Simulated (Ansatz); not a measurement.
# ScRu3 (I4/mmm) in Ansatz: convergence with k mesh

Aim: find how far k mesh must go before the results for ScRu3 settle, at PBEsol. This setting moves, with any that are tied to it; all else stays.

Everything below comes from runs of Ansatz 0.2.0. Logs are shortened: lines on timing, memory, paths and dates and some standing lists are left out, and cuts for length are marked.

### 1 The structure

The structure is tetragonal, space group I4/mmm (No. 139). The conventional cell has a = 3.899 Å, b = 3.899 Å, c = 8.045 Å, α = 90.00°, β = 90.00°, γ = 90.00°. Around Ru (site symmetry 4/mmm) lie 4 Sc at 2.76 Å and 8 Ru at 2.80 Å. Ru (site symmetry -4m2) is surrounded by 8 Ru at 2.76 to 2.80 Å and 4 Sc at 2.80 Å. Sc (site symmetry 4/mmm) is surrounded by 12 Ru at 2.76 to 2.80 Å.

The cell comes from a database or a generator and needn't be the stable form of this composition.

### 2 With k mesh 3 × 3 × 3

input.yaml

```yaml
crystal:
  lattice:
    - [-1.949259, 1.949259, 4.022291]
    - [1.949259, -1.949259, 4.022291]
    - [1.949259, 1.949259, -4.022291]
  atoms:
    - { symbol: Ru, position: [0.5, 0.5, 0.0] }
    - { symbol: Ru, position: [0.25, 0.75, 0.5] }
    - { symbol: Ru, position: [0.75, 0.25, 0.5] }
    - { symbol: Sc, position: [0.0, 0.0, 0.0] }
hamiltonian:
  xc: pbesol
  pseudopotentials: { kind: nc, source: spms, xc_functional: pbe }
kpoints:
  mp_grid: { grid: [3, 3, 3] }
scf:
  occupations: { method: fermi_dirac, width: 0.05 }
output:
  forces: true
  stress: true
  eigenvalues: true
```

Potentials or basis: SPMS NC.

The run is started by

```sh
ansatz run input.yaml --threads 2 --pin off --max-ram 5632MiB --backend cpu --events-out ev --progress --plain --runs-dir out
```

What it wrote:

```text
Warning: RAYON_NUM_THREADS=2 ignored (pool sized by the plan → 2); use --threads N
Engine: ansatz 0.2.0, aarch64-unknown-linux-gnu
Pseudopotentials: kind: nc
Pseudopotential: Ru, nc, valence charge 16, recommended cutoff 653.073269903712 eV (normal), Ru.nc.azcp
Pseudopotential: Sc, nc, valence charge 11, recommended cutoff 544.22772491976 eV (normal), Sc.nc.azcp
Functional definition: PBEsol
  exchange = pbesol_x
  correlation = pbesol_c
Crystal: 4 atoms, lattice volume = 61.133 Å³
Basis set: ecut = 653.073269903712 eV, 2325 PW (Γ), exchange–correlation on 90×90×90 points (8 copies of the dense FFT grid, shifted against one another)
Bands: 36, of which v1, the nominal top of the filled ones, is band 30 counted from 1 (29 counted from 0)
Symmetry: 16 space group operations
Space group: I4/mmm (ITA 139), of the structure as read, at distance tolerance 3.9e-5 Å
k-points: 6 of 27
Non-local potential: Ru, projectors of the file, l = 0: 2, l = 1: 2, l = 2: 2
Non-local potential: Sc, projectors of the file, l = 0: 2, l = 1: 2, l = 2: 2
Initial density: superposition of atomic densities (chi_scale 0.1, normalization cell, long waves kept (reshape's long-wave potential 0.00 eV rms))
Initial wavefunctions: pseudopotential atomic-orbital guess
Functional: x = pbesol(κ = 0.804, μ = 0.12345679012345678), c = pbesol(β = 0.046)
SCF iter   1: F=—  HF=-9540.251545 eV  |F-HF|=—  |Δ(HF+E_count)|=         —  Δρ=2.70e-1  dr2=8.14e1  ethr=3.10e-3  ⟨swp⟩=6.2  Hψ=827  notcnv=0
preconditioner: auto → Kerker (q_TF=auto, 2.712 Å⁻¹)  [metal: Δε(μ)=0.091 eV  Ē_g=4.063 eV  σ=0.050 eV  W_gap=0.36  n_scr=14 (ndim 8)  ℏωp=24.7 eV  f_vac=0.000  D(μ)=7.59/eV (n_scr^D=106)]
SCF iter   2: F=—  HF=-9532.085035 eV  |F-HF|=—  |Δ(HF+E_count)|=    8.17e0  Δρ=7.47e-2  dr2=4.37e0  ethr=3.10e-3  ⟨swp⟩=5.2  Hψ=660  notcnv=0  defer=1
SCF iter   3: F=—  HF=-9531.371939 eV  |F-HF|=—  |Δ(HF+E_count)|=   7.13e-1  Δρ=4.39e-2  dr2=1.60e0  ethr=3.10e-3  ⟨swp⟩=3.7  Hψ=414  notcnv=0  defer=2
SCF iter   4: F=—  HF=-9531.201074 eV  |F-HF|=—  |Δ(HF+E_count)|=   1.71e-1  Δρ=2.90e-2  dr2=5.77e-1  ethr=2.71e-3  ⟨swp⟩=2.3  Hψ=271  notcnv=0  defer=2
SCF iter   5: F=—  HF=-9531.210414 eV  |F-HF|=—  |Δ(HF+E_count)|=   9.34e-3  Δρ=2.76e-2  dr2=7.75e-1  ethr=9.78e-4  ⟨swp⟩=4.2  Hψ=527  notcnv=0  defer=1
SCF iter   6: F=—  HF=-9531.091367 eV  |F-HF|=—  |Δ(HF+E_count)|=   1.19e-1  Δρ=8.40e-3  dr2=7.13e-2  ethr=9.78e-4  ⟨swp⟩=3.0  Hψ=325  notcnv=0  defer=1
SCF iter   7: F=—  HF=-9531.079349 eV  |F-HF|=—  |Δ(HF+E_count)|=   1.20e-2  Δρ=1.46e-3  dr2=1.93e-3  ethr=1.21e-4  ⟨swp⟩=3.2  Hψ=431  notcnv=0  defer=1
SCF iter   8: F=—  HF=-9531.079126 eV  |F-HF|=—  |Δ(HF+E_count)|=   2.24e-4  Δρ=6.41e-4  dr2=4.56e-4  ethr=3.27e-6  ⟨swp⟩=2.3  Hψ=320  notcnv=0  defer=1
SCF iter   9: F=—  HF=-9531.079076 eV  |F-HF|=—  |Δ(HF+E_count)|=   4.95e-5  Δρ=4.06e-4  dr2=1.79e-4  ethr=7.72e-7  ⟨swp⟩=2.0  Hψ=253  notcnv=0  defer=1
SCF iter  10: F=—  HF=-9531.079021 eV  |F-HF|=—  |Δ(HF+E_count)|=   5.55e-5  Δρ=5.49e-5  dr2=3.50e-6  ethr=3.04e-7  ⟨swp⟩=2.3  Hψ=281  notcnv=0  defer=1
SCF iter  11: F=—  HF=-9531.078947 eV  |F-HF|=—  |Δ(HF+E_count)|=   7.42e-5  Δρ=1.93e-5  dr2=1.87e-7  ethr=5.94e-9  ⟨swp⟩=2.7  Hψ=382  notcnv=0  defer=1
SCF iter  12: F=-9531.078947 eV  HF=-9531.078947 eV  |F-HF|=2.47e-8  |Δ(HF+E_count)|=   4.73e-9  Δρ=6.18e-6  dr2=2.94e-8  ethr=1.69e-10  ⟨swp⟩=11.2  Hψ=1225  notcnv=0
SCF 1 converged in 12 iterations: F = -9531.078947 eV  dr2 = 2.94e-8
SCF converged after 12 iterations
Free energy (F): -9531.078947 eV
Harris-Foulkes:  -9531.078947 eV  (|F-HF|=2.47e-8)
Internal energy: -9531.036783 eV  (E = F + TS)
E sigma→0 (E₀):  -9531.057865 eV
Entropy (-TS):   -0.042164 eV (-10.541 meV/atom)
Fermi energy:    19.016924 eV
--- Per-component energies (eV) ---
  E_band       = -392.254920
  E_kinetic    = 2982.322945
  E_local      = -5804.990029  (includes V_loc(G=0)·N_el)
  E_nonlocal   = 691.839148
  E_hartree    = 1552.587147
  E_xc         = -1582.213443
  E_vxc        = -1366.600220  (∫ρ·V_xc dr)
  E_ewald      = -7370.582549
  E_smearing   = -0.042164  (= −TS)
  E_closure    = -0.000000  (closes the sum)
  Σ components = -9531.078947   (vs F -9531.078947, Δ=0.00e0)
--- Forces (eV/Å), atoms counted from 1 ---
  atom   1  Ru     0.00000000     0.00000000     0.00000000
  atom   2  Ru     0.00000000    -0.00000000    -0.00000000
  atom   3  Ru    -0.00000000    -0.00000000     0.00000000
  atom   4  Sc    -0.00000000     0.00000000     0.00000000
  max |Σ_I F_I| component: 3.47e-17 eV/Å
--- Stress (GPa, compression-positive) ---
       -8.066280       0.000000       0.000000
        0.000000      -8.066280       0.000000
        0.000000      -0.000000     -11.161854
  P = ⅓ Tr σ = -9.0981 GPa (-90.981 kbar)
--- Band table (eV; the first three rows and the last of 6) ---
  k-point 0: bands = ["-53.1905", "-53.0826", "-53.0297", "-29.1109", "-23.5252", "-23.3432", "-23.3432", "-23.2351", "-23.2351", "-23.1551", "-23.0334", "-22.9297", "-22.9297", "-7.8920", "-7.8423", "-7.8423", "12.2608", "14.2094", "14.7371", "15.0211", "15.8182", "16.4200", "16.4200", "16.7012", "16.7012", "17.7014", "18.6124", "18.6124", "18.7953", "18.9208", "19.9671", "21.4326", "22.1874", "22.3845", "22.9471", "23.0397"]
  k-point 1: bands = ["-53.1649", "-53.0755", "-53.0615", "-29.1121", "-23.5446", "-23.3848", "-23.3062", "-23.2742", "-23.1898", "-23.0870", "-23.0297", "-23.0255", "-22.9166", "-7.8944", "-7.8850", "-7.8565", "14.5170", "14.9613", "15.0251", "15.5637", "16.3369", "16.3698", "16.6755", "17.0205", "17.4290", "17.5701", "17.9944", "18.3128", "18.7404", "18.7789", "18.7877", "20.1434", "20.5407", "21.2068", "22.2553", "22.7344"]
  k-point 2: bands = ["-53.1713", "-53.0806", "-53.0506", "-29.1148", "-23.4793", "-23.3311", "-23.3060", "-23.2232", "-23.1909", "-23.1117", "-23.0805", "-23.0125", "-23.0064", "-7.8984", "-7.8812", "-7.8522", "13.8391", "15.1574", "15.5170", "15.7286", "15.7732", "15.8452", "16.2504", "17.0110", "17.0488", "17.6535", "17.6686", "18.6160", "18.6240", "19.0320", "19.1882", "20.0561", "20.2563", "21.5495", "22.3283", "22.5790"]
  k-point 5: bands = ["-53.1591", "-53.0938", "-53.0497", "-29.1173", "-23.3827", "-23.3628", "-23.3564", "-23.2447", "-23.1609", "-23.0984", "-23.0715", "-23.0541", "-23.0056", "-7.9055", "-7.8790", "-7.8497", "14.6896", "15.0727", "15.1785", "15.2119", "15.6141", "15.6683", "16.1681", "16.7734", "17.2219", "17.6189", "18.3335", "18.6760", "19.0927", "19.1267", "19.5780", "19.7845", "20.4173", "20.7805", "22.1106", "22.8647"]
```

It took 0.9 s on 2 threads of Arm Neoverse V2, shared host; peak memory 0.31 GiB.

Results:

```
Free energy            : -9531.0789 eV
Pressure               : -9.1 GPa
Band gap on the k mesh : none (metal or under the smearing width)
```

### 3 With k mesh 4 × 4 × 4

input.yaml: that of step 2 with these lines changed.

```diff
@@ -14,3 +14,3 @@
 kpoints:
-  mp_grid: { grid: [3, 3, 3] }
+  mp_grid: { grid: [4, 4, 4] }
 scf:
```

Potentials or basis: SPMS NC.

The run is started by

```sh
ansatz run input.yaml --threads 2 --pin off --max-ram 5632MiB --backend cpu --events-out ev --progress --plain --runs-dir out
```

Wall time 1.7 s (2 threads of Arm Neoverse V2, shared host); peak memory 0.34 GiB.

Results:

- Free energy: -9531.1965 eV
- Pressure: -9.2 GPa
- Band gap on the k mesh: none (metal or under the smearing width)

### 4 With k mesh 5 × 5 × 5

input.yaml: that of step 3 with these lines changed.

```diff
@@ -14,3 +14,3 @@
 kpoints:
-  mp_grid: { grid: [4, 4, 4] }
+  mp_grid: { grid: [5, 5, 5] }
 scf:
```

The run is started by

```sh
ansatz run input.yaml --threads 2 --pin off --max-ram 5632MiB --backend cpu --events-out ev --progress --plain --runs-dir out
```

It took 2.2 s on 2 threads of Arm Neoverse V2, shared host; peak memory 0.36 GiB.

Results:

```
Free energy            : -9531.1544 eV
Pressure               : -9.1 GPa
Band gap on the k mesh : none (metal or under the smearing width)
```

### 5 With k mesh 6 × 6 × 6

input.yaml: that of step 4 with these lines changed.

```diff
@@ -14,3 +14,3 @@
 kpoints:
-  mp_grid: { grid: [5, 5, 5] }
+  mp_grid: { grid: [6, 6, 6] }
 scf:
```

The run is started by

```sh
ansatz run input.yaml --threads 2 --pin off --max-ram 5632MiB --backend cpu --events-out ev --progress --plain --runs-dir out
```

It took 3.6 s on 2 threads of Arm Neoverse V2, shared host; peak memory 0.38 GiB.

What came out:

```yaml
Free_energy: -9531.1467 eV
Pressure: -9.3 GPa
Band_gap_on_the_k_mesh: none (metal or under the smearing width)
```

### 6 With k mesh 7 × 7 × 7

input.yaml: that of step 5 with these lines changed.

```diff
@@ -14,3 +14,3 @@
 kpoints:
-  mp_grid: { grid: [6, 6, 6] }
+  mp_grid: { grid: [7, 7, 7] }
 scf:
```

Potentials or basis: SPMS NC.

The run is started by

```sh
ansatz run input.yaml --threads 2 --pin off --max-ram 5632MiB --backend cpu --events-out ev --progress --plain --runs-dir out
```

It took 4.8 s on 2 threads of Arm Neoverse V2, shared host; peak memory 0.4 GiB.

Results (log left out):

- Free energy: -9531.1754 eV
- Pressure: -9.2 GPa
- Band gap on the k mesh: none (metal or under the smearing width)

### 7 With k mesh 9 × 9 × 9

input.yaml: that of step 6 with these lines changed.

```diff
@@ -14,3 +14,3 @@
 kpoints:
-  mp_grid: { grid: [7, 7, 7] }
+  mp_grid: { grid: [9, 9, 9] }
 scf:
```

The run is started by

```sh
ansatz run input.yaml --threads 2 --pin off --max-ram 5632MiB --backend cpu --events-out ev --progress --plain --runs-dir out
```

Wall time 8.9 s (2 threads of Arm Neoverse V2, shared host); peak memory 0.46 GiB.

It converged, with:

```
Free energy            : -9531.1587 eV
Pressure               : -9.2 GPa
Band gap on the k mesh : none (metal or under the smearing width)
```

### 8 With k mesh 11 × 11 × 11

input.yaml: that of step 7 with these lines changed.

```diff
@@ -14,3 +14,3 @@
 kpoints:
-  mp_grid: { grid: [9, 9, 9] }
+  mp_grid: { grid: [11, 11, 11] }
 scf:
```

The run is started by

```sh
ansatz run input.yaml --threads 2 --pin off --max-ram 5632MiB --backend cpu --events-out ev --progress --plain --runs-dir out
```

Wall time 15 s (2 threads of Arm Neoverse V2, shared host); peak memory 0.55 GiB.

The run converged. Its results:

```yaml
Free_energy: -9531.1635 eV
Pressure: -9.2 GPa
Band_gap_on_the_k_mesh: none (metal or under the smearing width)
```

### 9 With k mesh 13 × 13 × 13

input.yaml: that of step 8 with these lines changed.

```diff
@@ -14,3 +14,3 @@
 kpoints:
-  mp_grid: { grid: [11, 11, 11] }
+  mp_grid: { grid: [13, 13, 13] }
 scf:
```

Potentials or basis: SPMS NC.

The run is started by

```sh
ansatz run input.yaml --threads 2 --pin off --max-ram 5632MiB --backend cpu --events-out ev --progress --plain --runs-dir out
```

Wall time 23 s (2 threads of Arm Neoverse V2, shared host); peak memory 0.68 GiB.

It converged, with:

| Property | Result |
| --- | --- |
| Free energy | -9531.1635 eV |
| Pressure | -9.2 GPa |
| Band gap on the k mesh | none (metal or under the smearing width) |

### 10 With k mesh 16 × 16 × 16

input.yaml: that of step 9 with these lines changed.

```diff
@@ -14,3 +14,3 @@
 kpoints:
-  mp_grid: { grid: [13, 13, 13] }
+  mp_grid: { grid: [16, 16, 16] }
 scf:
```

The run is started by

```sh
ansatz run input.yaml --threads 2 --pin off --max-ram 5632MiB --backend cpu --events-out ev --progress --plain --runs-dir out
```

Wall time 42 s (2 threads of Arm Neoverse V2, shared host); peak memory 0.95 GiB.

The run converged. Its results:

* Free energy: -9531.1630 eV
* Pressure: -9.2 GPa
* Band gap on the k mesh: none (metal or under the smearing width)

### 11 Result

```csv
k mesh,"energy less the tightest run, at zero smearing (meV/atom)",pressure (GPa),SCF cycles,CPU time (s),peak memory (GiB)
3 × 3 × 3,19.97,-9.10,12,1.7,0.31
4 × 4 × 4,-9.57,-9.22,13,3.3,0.34
5 × 5 × 5,3.68,-9.13,13,4.3,0.36
6 × 6 × 6,4.60,-9.25,13,7.2,0.38
7 × 7 × 7,-3.60,-9.22,12,9.5,0.4
9 × 9 × 9,1.51,-9.21,13,18,0.46
11 × 11 × 11,-0.30,-9.22,13,30,0.55
13 × 13 × 13,-0.18,-9.22,13,46,0.68
16 × 16 × 16,0.00,-9.21,13,83,0.95
```

Against the tightest run, the energy stays within 1 meV/atom from 11 × 11 × 11 on; the pressure stays within 0.1 GPa from 4 × 4 × 4 on. Meshes of other sizes hit other points, so gaps and Fermi surfaces needn't settle smoothly. The tightest run that finished is the yardstick and may itself not be fully converged.
